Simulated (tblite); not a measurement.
# C8H12N2: the cost of one run

The runs use tblite 0.8.0 and PySCF 2.14.0, with density-fitted response routines of our own; the level of theory stands in each step. All values are computed, except where a source is named. Atoms are numbered from 0 throughout.

## (1) The molecule as given

22 atoms, charge 0, multiplicity 1; geometry from: force field or distance geometry start.

Bonds of the start (Å): C0–C1 1.49, C1–C2 1.42, C2–N3 1.34, N3–N4 1.33, N4–C5 1.48, C5–C6 1.55, C6–C7 1.54, C7–C8 1.54, N4–C9 1.37, C9–C1 1.37, C8–C5 1.55, C0–H10 1.09, C0–H11 1.09, C0–H12 1.09, C2–H13 1.08, C5–H14 1.10, C6–H15 1.10, C6–H16 1.09, C7–H17 1.10, C7–H18 1.10, C8–H19 1.10, C8–H20 1.11, C9–H21 1.08.

## (2) Optimising the geometry with GFN2-xTB

What the job is given:

```
{"job": {"kind": "relax", "xc": "GFN2-xTB", "basis": "xTB"}, "charge": 0, "multiplicity": 1}
C      3.685600     0.100100    -0.699300
C      2.311400     0.239500    -0.143700
C      1.963100     0.390800     1.226200
N      0.634300     0.508900     1.387900
N      0.138500     0.376600     0.160400
C     -1.302000     0.503300    -0.157500
C     -1.855100    -0.670000    -1.000000
C     -3.123500    -0.576800    -0.126000
C     -2.231500     0.011100     0.979400
C      1.106000     0.249600    -0.798300
H      4.141700     1.085800    -0.798700
H      3.646500    -0.367700    -1.686400
H      4.302800    -0.513500    -0.041400
H      2.604600     0.444000     2.087400
H     -1.560200     1.504100    -0.544100
H     -1.325900    -1.624300    -0.871800
H     -1.997200    -0.466500    -2.057800
H     -3.880900     0.112000    -0.518200
H     -3.615000    -1.528500     0.112800
H     -1.814000    -0.746600     1.653100
H     -2.703400     0.805700     1.586100
H      0.863800     0.181700    -1.851300
```

Command:

```bash
$ OMP_NUM_THREADS=1 python probes_run.py task.json out
```

One launch serves the whole session: the jobs run in the order shown.

Q: Estimate the wall time of this first job on 1 thread of Arm Neoverse V1, shared host.

About 1.2 s.
